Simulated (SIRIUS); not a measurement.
# Na (P6_3/mmc) in SIRIUS: reference runs, part 2 of 2

SIRIUS 7.12.0. Earlier steps stand in the parts before.

## Step 6: Equation of state, PBEsol, 38.57 Å³/atom (volume scaled by 1.02)

Input file sirius.json:

```json
{
  "control": {
    "processing_unit": "cpu",
    "std_evp_solver_name": "lapack",
    "gen_evp_solver_name": "lapack",
    "verbosity": 2,
    "print_forces": false,
    "ortho_rf": true,
    "use_second_variation": true,
    "rmt_max": 3.0,
    "num_bands_to_print": 16,
    "save_wf": true
  },
  "parameters": {
    "electronic_structure_method": "full_potential_lapwlo",
    "xc_functionals": ["XC_GGA_X_PBE_SOL", "XC_GGA_C_PBE_SOL"],
    "core_relativity": "dirac",
    "valence_relativity": "iora",
    "num_fv_states": 16,
    "smearing": "fermi_dirac",
    "smearing_width": 0.0018374661,
    "pw_cutoff": 20,
    "gk_cutoff": 3.41,
    "lmax_apw": 10,
    "lmax_rho": 8,
    "lmax_pot": 8,
    "num_mag_dims": 0,
    "auto_rmt": 0,
    "ngridk": [8, 8, 5],
    "shiftk": [0, 0, 0],
    "num_dft_iter": 80,
    "energy_tol": 1e-07,
    "density_tol": 1e-05,
    "use_symmetry": true
  },
  "settings": {"tol_ne": 1e-10},
  "iterative_solver": {"type": "exact"},
  "mixer": {"type": "anderson", "beta": 0.5, "max_history": 8},
  "unit_cell": {
    "lattice_vectors": [[7.1657427205, 0.0, 0.0], [-3.5828713604, 6.2057152331, 0.0], [0.0, 0.0, 11.706392541]],
    "atom_types": ["Na"],
    "atom_files": {"Na": "Na.json"},
    "atoms": {"Na": [[0.6666666667, 0.3333333333, 0.75], [0.3333333333, 0.6666666667, 0.25]]}
  }
}
```

Input file Na.json:

```json
{
  "name": "sodium",
  "symbol": "Na",
  "number": 11,
  "mass": 22.98976928,
  "rmin": 1e-06,
  "rmt": 2.29,
  "nrmt": 800,
  "rinf": 21.66,
  "core": "1s",
  "valence": [
    {"basis": [{"enu": -0.2, "dme": 0, "n": 0, "auto": 0}, {"enu": -0.2, "dme": 1, "n": 0, "auto": 0}]},
    {"l": 0, "n": 1, "basis": [{"enu": -0.1, "dme": 0, "n": 0, "auto": 0}]},
    {"l": 1, "n": 2, "basis": [{"enu": -0.1, "dme": 0, "n": 0, "auto": 0}]},
    {"l": 2, "n": 3, "basis": [{"enu": -0.1, "dme": 0, "n": 0, "auto": 0}]},
    {"l": 3, "n": 4, "basis": [{"enu": -0.1, "dme": 0, "n": 0, "auto": 0}]}
  ],
  "lo": [
    {"l": 0, "basis": [{"enu": -0.1, "dme": 0, "n": 0, "auto": 0}, {"enu": -0.1, "dme": 1, "n": 0, "auto": 0}]},
    {
      "l": 0,
      "basis": [{"enu": -2.0651, "dme": 0, "n": 2, "auto": 1}, {"enu": -2.0651, "dme": 1, "n": 2, "auto": 1}]
    },
    {
      "l": 0,
      "basis": [{"enu": -2.0651, "dme": 1, "n": 2, "auto": 1}, {"enu": -0.1, "dme": 0, "n": 0, "auto": 0}]
    },
    {"l": 0, "basis": [{"enu": -0.1, "dme": 0, "n": 0, "auto": 0}, {"enu": 2.951, "dme": 0, "n": 0, "auto": 0}]},
    {"l": 1, "basis": [{"enu": -0.1, "dme": 0, "n": 0, "auto": 0}, {"enu": -0.1, "dme": 1, "n": 0, "auto": 0}]},
    {
      "l": 1,
      "basis": [{"enu": -1.0561, "dme": 0, "n": 2, "auto": 1}, {"enu": -1.0561, "dme": 1, "n": 2, "auto": 1}]
    },
    {
      "l": 1,
      "basis": [{"enu": -1.0561, "dme": 1, "n": 2, "auto": 1}, {"enu": -0.1, "dme": 0, "n": 0, "auto": 0}]
    },
    {"l": 1, "basis": [{"enu": -0.1, "dme": 0, "n": 0, "auto": 0}, {"enu": 3.4087, "dme": 0, "n": 0, "auto": 0}]},
    {"l": 2, "basis": [{"enu": -0.1, "dme": 0, "n": 0, "auto": 0}, {"enu": -0.1, "dme": 1, "n": 0, "auto": 0}]},
    {"l": 2, "basis": [{"enu": -0.1, "dme": 1, "n": 0, "auto": 0}, {"enu": -0.1, "dme": 2, "n": 0, "auto": 0}]},
    {"l": 2, "basis": [{"enu": -0.1, "dme": 0, "n": 0, "auto": 0}, {"enu": 2.8748, "dme": 0, "n": 0, "auto": 0}]},
    {"l": 3, "basis": [{"enu": -0.1, "dme": 0, "n": 0, "auto": 0}, {"enu": -0.1, "dme": 1, "n": 0, "auto": 0}]}
  ],
  "free_atom": [... radial grid and density of the free atom, the start of the SCF ...]
}
```

Input file sirius_start.json:

```json
{
  "control": {
    "processing_unit": "cpu",
    "std_evp_solver_name": "lapack",
    "gen_evp_solver_name": "lapack",
    "verbosity": 1,
    "print_forces": false,
    "ortho_rf": true,
    "use_second_variation": true,
    "rmt_max": 3.0,
    "num_bands_to_print": 16,
    "save_wf": false
  },
  "parameters": {
    "electronic_structure_method": "full_potential_lapwlo",
    "xc_functionals": ["XC_LDA_X", "XC_LDA_C_PW"],
    "core_relativity": "dirac",
    "valence_relativity": "iora",
    "num_fv_states": 16,
    "smearing": "fermi_dirac",
    "smearing_width": 0.0055123983,
    "pw_cutoff": 20,
    "gk_cutoff": 2.72,
    "lmax_apw": 10,
    "lmax_rho": 8,
    "lmax_pot": 8,
    "num_mag_dims": 0,
    "auto_rmt": 0,
    "ngridk": [3, 3, 2],
    "shiftk": [0, 0, 0],
    "num_dft_iter": 30,
    "energy_tol": 0.01,
    "density_tol": 0.05,
    "use_symmetry": true
  },
  "settings": {"tol_ne": 1e-10},
  "iterative_solver": {"type": "exact"},
  "mixer": {"type": "anderson", "beta": 0.5, "max_history": 8},
  "unit_cell": {
    "lattice_vectors": [[7.1657427205, 0.0, 0.0], [-3.5828713604, 6.2057152331, 0.0], [0.0, 0.0, 11.706392541]],
    "atom_types": ["Na"],
    "atom_files": {"Na": "Na.json"},
    "atoms": {"Na": [[0.6666666667, 0.3333333333, 0.75], [0.3333333333, 0.6666666667, 0.25]]}
  }
}
```

Potentials or basis: all-electron FP-LAPW, apw+lo standard.

Started as:

```sh
OMP_NUM_THREADS=1 sirius.scf --input=sirius_start.json --output=start.json
OMP_NUM_THREADS=1 sirius.scf --input=sirius.json --output=output.json --task=1
```

It took 44 s on 1 thread of Arm Neoverse V1, shared host; peak memory 0.5 GiB.

It converged, with:

- Free energy: -8819.0514 eV
- Band gap on the k mesh: none (metal or under the smearing width)
- All electrons inside the program's atomic spheres: Na 10.07 (radii Na 2.29 bohr)

## Step 7: Equation of state, PBEsol, 39.33 Å³/atom (volume scaled by 1.04)

Edit sirius.json of step 6 so:

```diff
@@ -39,3 +39,3 @@
   "unit_cell": {
-    "lattice_vectors": [[7.1657427205, 0.0, 0.0], [-3.5828713604, 6.2057152331, 0.0], [0.0, 0.0, 11.706392541]],
+    "lattice_vectors": [[7.2122748213, 0.0, 0.0], [-3.6061374106, 6.2460132145, 0.0], [0.0, 0.0, 11.7824102071]],
     "atom_types": ["Na"],
```

Na.json is that of step 6.

Edit sirius_start.json of step 6 so:

```diff
@@ -39,3 +39,3 @@
   "unit_cell": {
-    "lattice_vectors": [[7.1657427205, 0.0, 0.0], [-3.5828713604, 6.2057152331, 0.0], [0.0, 0.0, 11.706392541]],
+    "lattice_vectors": [[7.2122748213, 0.0, 0.0], [-3.6061374106, 6.2460132145, 0.0], [0.0, 0.0, 11.7824102071]],
     "atom_types": ["Na"],
```

Started as:

```sh
OMP_NUM_THREADS=1 sirius.scf --input=sirius_start.json --output=start.json
OMP_NUM_THREADS=1 sirius.scf --input=sirius.json --output=output.json --task=1
```

It took 44 s on 1 thread of Arm Neoverse V1, shared host; peak memory 0.51 GiB.

Results (log left out):

```
Free energy                                       : -8819.0470 eV
Band gap on the k mesh                            : none (metal or under the smearing width)
All electrons inside the program's atomic spheres : Na 10.07 (radii Na 2.29 bohr)
```

## Step 8: Equation of state, PBEsol, 40.08 Å³/atom (volume scaled by 1.06)

Edit sirius.json of step 7 so:

```diff
@@ -39,3 +39,3 @@
   "unit_cell": {
-    "lattice_vectors": [[7.2122748213, 0.0, 0.0], [-3.6061374106, 6.2460132145, 0.0], [0.0, 0.0, 11.7824102071]],
+    "lattice_vectors": [[7.2582141161, 0.0, 0.0], [-3.629107058, 6.2857978108, 0.0], [0.0, 0.0, 11.8574594293]],
     "atom_types": ["Na"],
```

Na.json is that of step 7.

Edit sirius_start.json of step 7 so:

```diff
@@ -39,3 +39,3 @@
   "unit_cell": {
-    "lattice_vectors": [[7.2122748213, 0.0, 0.0], [-3.6061374106, 6.2460132145, 0.0], [0.0, 0.0, 11.7824102071]],
+    "lattice_vectors": [[7.2582141161, 0.0, 0.0], [-3.629107058, 6.2857978108, 0.0], [0.0, 0.0, 11.8574594293]],
     "atom_types": ["Na"],
```

Started as:

```sh
OMP_NUM_THREADS=1 sirius.scf --input=sirius_start.json --output=start.json
OMP_NUM_THREADS=1 sirius.scf --input=sirius.json --output=output.json --task=1
```

It took 47 s on 1 thread of Arm Neoverse V1, shared host; peak memory 0.52 GiB.

The run converged. Its results:

| Quantity | Value |
| --- | --- |
| Free energy | -8819.0415 eV |
| Band gap on the k mesh | none (metal or under the smearing width) |
| All electrons inside the program's atomic spheres | Na 10.07 (radii Na 2.29 bohr) |

## Step 9: Equation of state, PBEsol

Potentials or basis: all-electron FP-LAPW, apw+lo standard.

This step only gathers the single runs of the series.

What came out:

| Property | Result |
| --- | --- |
| Equilibrium volume | 36.35 Å³/atom |
| Bulk modulus at fixed shape and positions | 8.0 GPa |
| Pressure derivative of the bulk modulus | 4.5 (rough: it moves with the points fitted) |

Energy against volume, from the lowest point:
```csv
volume (Å³/atom),energy (meV/atom)
35.545,0.52
36.301,0.00
37.057,0.42
37.814,1.40
38.570,3.08
39.326,5.31
40.083,8.06
```

Caveat: the cell was scaled at fixed shape and fractional positions, which overstates the stiffness of a crystal with free parameters, most of all of layers and chains.

## Step 10: Single point, PBEsol (atoms moved at random)

Edit sirius.json of step 8 so:

```diff
@@ -6,3 +6,3 @@
     "verbosity": 2,
-    "print_forces": false,
+    "print_forces": true,
     "ortho_rf": true,
@@ -39,6 +39,6 @@
   "unit_cell": {
-    "lattice_vectors": [[7.2582141161, 0.0, 0.0], [-3.629107058, 6.2857978108, 0.0], [0.0, 0.0, 11.8574594293]],
+    "lattice_vectors": [[7.1185983115, 0.0, 0.0], [-3.5592991557, 6.1648869771, 0.0], [0.0, 0.0, 11.6293745709]],
     "atom_types": ["Na"],
     "atom_files": {"Na": "Na.json"},
-    "atoms": {"Na": [[0.6666666667, 0.3333333333, 0.75], [0.3333333333, 0.6666666667, 0.25]]}
+    "atoms": {"Na": [[0.655492, 0.323781, 0.749898], [0.322962, 0.658559, 0.248059]]}
   }
```

Input file Na.json:

```json
{
  "name": "sodium",
  "symbol": "Na",
  "number": 11,
  "mass": 22.98976928,
  "rmin": 1e-06,
  "rmt": 2.29,
  "nrmt": 800,
  "rinf": 21.66,
  "core": "1s",
  "valence": [
    {"basis": [{"enu": -0.19, "dme": 0, "n": 0, "auto": 0}, {"enu": -0.19, "dme": 1, "n": 0, "auto": 0}]},
    {"l": 0, "n": 1, "basis": [{"enu": -0.09, "dme": 0, "n": 0, "auto": 0}]},
    {"l": 1, "n": 2, "basis": [{"enu": -0.09, "dme": 0, "n": 0, "auto": 0}]},
    {"l": 2, "n": 3, "basis": [{"enu": -0.09, "dme": 0, "n": 0, "auto": 0}]},
    {"l": 3, "n": 4, "basis": [{"enu": -0.09, "dme": 0, "n": 0, "auto": 0}]}
  ],
  "lo": [
    {"l": 0, "basis": [{"enu": -0.09, "dme": 0, "n": 0, "auto": 0}, {"enu": -0.09, "dme": 1, "n": 0, "auto": 0}]},
    {
      "l": 0,
      "basis": [{"enu": -2.0551, "dme": 0, "n": 2, "auto": 1}, {"enu": -2.0551, "dme": 1, "n": 2, "auto": 1}]
    },
    {
      "l": 0,
      "basis": [{"enu": -2.0551, "dme": 1, "n": 2, "auto": 1}, {"enu": -0.09, "dme": 0, "n": 0, "auto": 0}]
    },
    {"l": 0, "basis": [{"enu": -0.09, "dme": 0, "n": 0, "auto": 0}, {"enu": 2.961, "dme": 0, "n": 0, "auto": 0}]},
    {"l": 1, "basis": [{"enu": -0.09, "dme": 0, "n": 0, "auto": 0}, {"enu": -0.09, "dme": 1, "n": 0, "auto": 0}]},
    {
      "l": 1,
      "basis": [{"enu": -1.0461, "dme": 0, "n": 2, "auto": 1}, {"enu": -1.0461, "dme": 1, "n": 2, "auto": 1}]
    },
    {
      "l": 1,
      "basis": [{"enu": -1.0461, "dme": 1, "n": 2, "auto": 1}, {"enu": -0.09, "dme": 0, "n": 0, "auto": 0}]
    },
    {
      "l": 1,
      "basis": [{"enu": -0.09, "dme": 0, "n": 0, "auto": 0}, {"enu": 3.4187, "dme": 0, "n": 0, "auto": 0}]
    },
    {"l": 2, "basis": [{"enu": -0.09, "dme": 0, "n": 0, "auto": 0}, {"enu": -0.09, "dme": 1, "n": 0, "auto": 0}]},
    {"l": 2, "basis": [{"enu": -0.09, "dme": 1, "n": 0, "auto": 0}, {"enu": -0.09, "dme": 2, "n": 0, "auto": 0}]},
    {
      "l": 2,
      "basis": [{"enu": -0.09, "dme": 0, "n": 0, "auto": 0}, {"enu": 2.8848, "dme": 0, "n": 0, "auto": 0}]
    },
    {"l": 3, "basis": [{"enu": -0.09, "dme": 0, "n": 0, "auto": 0}, {"enu": -0.09, "dme": 1, "n": 0, "auto": 0}]}
  ],
  "free_atom": [... radial grid and density of the free atom, the start of the SCF ...]
}
```

Edit sirius_start.json of step 8 so:

```diff
@@ -39,6 +39,6 @@
   "unit_cell": {
-    "lattice_vectors": [[7.2582141161, 0.0, 0.0], [-3.629107058, 6.2857978108, 0.0], [0.0, 0.0, 11.8574594293]],
+    "lattice_vectors": [[7.1185983115, 0.0, 0.0], [-3.5592991557, 6.1648869771, 0.0], [0.0, 0.0, 11.6293745709]],
     "atom_types": ["Na"],
     "atom_files": {"Na": "Na.json"},
-    "atoms": {"Na": [[0.6666666667, 0.3333333333, 0.75], [0.3333333333, 0.6666666667, 0.25]]}
+    "atoms": {"Na": [[0.655492, 0.323781, 0.749898], [0.322962, 0.658559, 0.248059]]}
   }
```

Potentials or basis: all-electron FP-LAPW, apw+lo standard.

Started as:

```sh
OMP_NUM_THREADS=1 sirius.scf --input=sirius_start.json --output=start.json
OMP_NUM_THREADS=1 sirius.scf --input=sirius.json --output=output.json --task=1
```

Standard output:

```text
[info] SIRIUS version : 7.12.0
[info] number of MPI ranks           : 1
[info] MPI grid                      : 1 1
[info] maximum number of OMP threads : 1
[fft] FFT context for density and potential
[fft] =====================================
[fft]   plane wave cutoff                     : 20
[fft]   grid size                             : 48 48 80   total : 184320
[fft]   grid limits                           : -23 24   -23 24   -39 40
[fft]   number of G-vectors within the cutoff : 69015
[fft]   number of G-shells                    : 3407
[fft] FFT context for coarse grid
[fft] =====================================
[fft]   plane wave cutoff                     : 6.82
[fft]   grid size                             : 18 18 30   total : 9720
[fft]   grid limits                           : -8 9   -8 9   -14 15
[fft]   number of G-vectors within the cutoff : 2767
[fft]   number of G-shells                    : 182
[unit cell] lattice vectors
[unit cell]   a1 :       7.1185983115      0.0000000000      0.0000000000
[... 466 lines left out ...]
[find] valence_eval_sum               :     -18.69602392
[find] core_eval_sum                  :    -150.96089502
[find] kinetic energy                 :     324.13693052
[find] enuc                           :    -391.60474530
[find] <rho|V^{XC}>                   :     -36.34594138
[find] <rho|E^{XC}>                   :     -27.90225821
[find] <mag|B^{XC}>                   :       0.00000000
[find] <rho|V^{H}>                    :    -457.44790793
[find] smearing (-TS)                 :      -0.00024518
[find] SCF correction                 :      -0.00001222
[find] Total energy                   :    -324.09403918 (Ha),    -648.18807836 (Ry)
[find] Free energy (E-TS)             :    -324.09428436 (Ha),    -648.18856873 (Ry)
[find] band gap (eV)                  :       0.00000000
[find] Efermi                         :       0.00409984
[ground_state]
[ground_state] ==== total Forces in Ha/bohr =====
[ground_state] atom:    0, force:       0.0000007      0.0000114     -0.0001566
[ground_state] atom:    1, force:      -0.0000007     -0.0000114      0.0001566
[ground_state] ==== contribution from density =====
[ground_state] atom:    0, force:      -0.0000002     -0.0000037     -0.0003416
[ground_state] atom:    1, force:       0.0000002      0.0000037      0.0003416
[ground_state] ==== contribution from Hartree potential =====
[ground_state] atom:    0, force:       0.0000012      0.0000180      0.0001259
[ground_state] atom:    1, force:      -0.0000012     -0.0000180     -0.0001259
[ground_state] ==== contribution from IBS =====
[ground_state] atom:    0, force:      -0.0000002     -0.0000029      0.0000590
[ground_state] atom:    1, force:       0.0000002      0.0000029     -0.0000590
```

start_output:

```text
[find] Total energy                   :    -323.41249195 (Ha),    -646.82498390 (Ry)
[find] band gap (eV)                  :       0.00000000
[find] Efermi                         :      -0.00724013
[find] iteration : 0, RMS (target) : 3.0584e-02 (5.0000e-02) , energy difference (target) : -3.2341e+02 (1.0000e-02)
[find] Total energy                   :    -323.41270148 (Ha),    -646.82540297 (Ry)
[find] band gap (eV)                  :       0.00000000
[find] Efermi                         :      -0.01349693
[find] iteration : 1, RMS (target) : 8.6600e-03 (5.0000e-02) , energy difference (target) : -2.0954e-04 (1.0000e-02)
[find] converged after 2 SCF iterations!
[find] Total energy                   :    -323.41270148 (Ha),    -646.82540297 (Ry)
[find] band gap (eV)                  :       0.00000000
[find] Efermi                         :      -0.01349693
```

Wall time 3.1 min (1 thread of Arm Neoverse V1, shared host); peak memory 0.92 GiB.

What came out:

| Property | Result |
| --- | --- |
| Free energy | -8819.0548 eV |
| Largest force | 0.008 eV/Å |
| Band gap on the k mesh | none (metal or under the smearing width) |
| All electrons inside the program's atomic spheres | Na 10.08 (radii Na 2.29 bohr) |

Forces in eV/Å, atoms in the order of the input:
```
Na   0.000  0.001 -0.008
Na   0.000 -0.001  0.008
```

## Step 11: The runs side by side

```csv
task,cell,reference energy of the basis,start of the SCF,gap on the mesh (eV)
single point,as given,0.01 Ha,LDA density,none
equation of state,as given,-,-,-
single point,atoms moved at random,0.01 Ha,LDA density,none
```

Alike in all rows: level PBEsol; potentials or basis all-electron FP-LAPW, apw+lo standard; no spin polarisation; k mesh 8 × 8 × 5; cutoff (eV) 158; smearing fermi-dirac 0.05 eV.

Caveats: the cell was scaled at fixed shape and fractional positions, which overstates the stiffness of a crystal with free parameters, most of all of layers and chains (some runs).

Compare energies only between runs with the same functional and basis.
